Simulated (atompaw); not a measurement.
# A PAW (atompaw) potential for Cr, from input to tests

Aim: build the potential from the settings below, then test how well it stands in for the atom: scattering, ghost states and the plane-wave cutoff that it needs.

The numbers are computed with atompaw 4.2.0.5 (PBEsol, scalar-relativistic, spin-unpolarised reference atom).

7 further runs of the same task are left out: 7 set aside as unsound or not needed.

## (1) Settings

The settings as typed:

* element: chromium (Cr, Z = 24)
* type: PAW
* frozen core: [Ne] 3s2
* valence charge: 12
* reference configuration: 3p6 3d5 4s1 4p0
* partial waves: 4s (bound): rc 2.80 bohr; 4s channel at 0.75 Ry: rc 2.80 bohr; 3p (bound): rc 1.20 bohr; 4p (bound, empty): rc 2.80 bohr; 3d (bound): rc 2.55 bohr; 3d channel at 0.3 Ry: rc 2.55 bohr
* local potential: ultrasoft scheme with l = 3 at 0 Ry, radius 1.90 bohr
* core correction: smooth core density matched at 2.35 bohr
* augmentation charge: besselshape compensation charge, radius 2.25 bohr; PAW radius 2.80 bohr; waves and projectors: custom rrkj gramschmidtortho

The outer shells as boxes (Hund's rule for the drawing; the calculation is spin-unpolarised):

```
[Ne] core
3s [↑↓]
3p [↑↓][↑↓][↑↓]
3d [↑ ][↑ ][↑ ][↑ ][↑ ]
4s [↑ ]
4p [  ][  ][  ]
```

## (2) Generation

The input, Cr.input:

```
Cr 24
GGA-PBESOL scalarrelativistic loggrid 1500 logderivrange -5 5 251
4 4 3 0 0 0
4 0 1
4 1 0
3 2 5
0 0 0
c
c
c
v
c
v
v
v
2
2.80 2.25 1.90 2.35
y
0.75
n
n
y
0.3
n
custom rrkj gramschmidtortho besselshape
3 0 ultrasoft
2.80
2.80
1.20
2.80
2.55
2.55
PWSCFOUT
UPFDX 0.0125d0 UPFXMIN -7.d0 UPFZMESH 24.d0
END
```

On the command line:

```bash
atompaw < Cr.input > Cr.log
```

Before running it: what results should come out? Wanted: cutoffs for 10 and 1 mRy, occupied levels; bound ghosts; largest phase difference near zero energy, channels read; lowest eigenvalue of the overlap; share of valence orbitals outside the PAW sphere; UPF file.

The runs gave:

| quantity | value |
| --- | --- |
| cutoffs for 10 and 1 mRy, occupied levels | 55 Ry and 100 Ry |
| bound ghosts | none found |
| largest phase difference near zero energy, channels read | 0.025 rad |
| lowest eigenvalue of the overlap (Bessel basis) | 0.271 (d) |
| share of valence orbitals outside the PAW sphere | 4s 63 %, 3p 0 %, 4p 88 %, 3d 10 % |
| UPF file | written |

In words: The potential is of middling hardness: the looser tolerance needs 55 Ry. The slowest occupied level is 3p: taken alone it needs 60 Ry to come within 1 mRy, against 15 Ry for 3d. It is free of bound ghosts as far as tested. Near zero energy the phases of the channels with partial waves agree within 0.025 rad.
